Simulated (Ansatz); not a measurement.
# Hf4Te: the cost of one run

Method: DFT PBE, scalar-relativistic, plane waves, PAW, in Ansatz 0.2.0.

1 further run of the same task is left out (it didn't finish).

## Step 1: The structure to begin with

Symmetry: I4/mmm, No. 139, tetragonal system. The conventional cell has a = 4.821 Å, b = 4.821 Å, c = 9.116 Å, α = 90.00°, β = 90.00°, γ = 90.00°. Around Hf (site symmetry 4mm) lie 1 Te at 2.23 Å. Hf (site symmetry mmm) has 2 Te at 2.41 Å in its first shell of neighbours. Te (site symmetry 4/mmm) has 6 Hf at 2.23 to 2.41 Å in its first shell of neighbours.

As a file:

```
Hf Te
1.0
    -2.41066    2.41066    4.55795
     2.41066   -2.41066    4.55795
     2.41066    2.41066   -4.55795
Hf Te
4 1
Direct
  0.24500 0.24500 0.00000
  0.75500 0.75500 0.00000
  0.50000 0.00000 0.50000
  0.00000 0.50000 0.50000
  0.00000 0.00000 0.00000
```

The cell is invented: species swapped into a database cell of PbF4 (I4/mmm, No. 139), with Te on the Pb sites and Hf on the F sites. The dimensions are guesses.

## Step 2: Probe: one point on a coarse mesh

input.yaml reads:

```yaml
crystal:
  lattice:
    - [-2.41066207, 2.41066207, 4.55795027]
    - [2.41066207, -2.41066207, 4.55795027]
    - [2.41066207, 2.41066207, -4.55795027]
  atoms:
    - { symbol: Hf, position: [0.245, 0.245, 0.0] }
    - { symbol: Hf, position: [0.755, 0.755, 0.0] }
    - { symbol: Hf, position: [0.5, 0.0, 0.5] }
    - { symbol: Hf, position: [0.0, 0.5, 0.5] }
    - { symbol: Te, position: [0.0, 0.0, 0.0] }
basis:
  ecutwfc: 420
kpoints:
  mp_grid: { grid: [6, 6, 6] }
hamiltonian:
  xc: pbe
scf:
  occupations: { method: gaussian, width: 0.1 }
  lower_state_search: "off"
output:
  forces: true
  stress: true
  eigenvalues: true
```

The run is started by

```sh
$ ansatz run input.yaml --threads 1 --pin off --max-ram 2560MiB --backend cpu --events-out ev --progress --plain --runs-dir out
```

Q: Estimate wall time and peak memory on 1 thread of Arm Neoverse V2, shared host.

About 17 s, with a peak of 0.49 GiB.
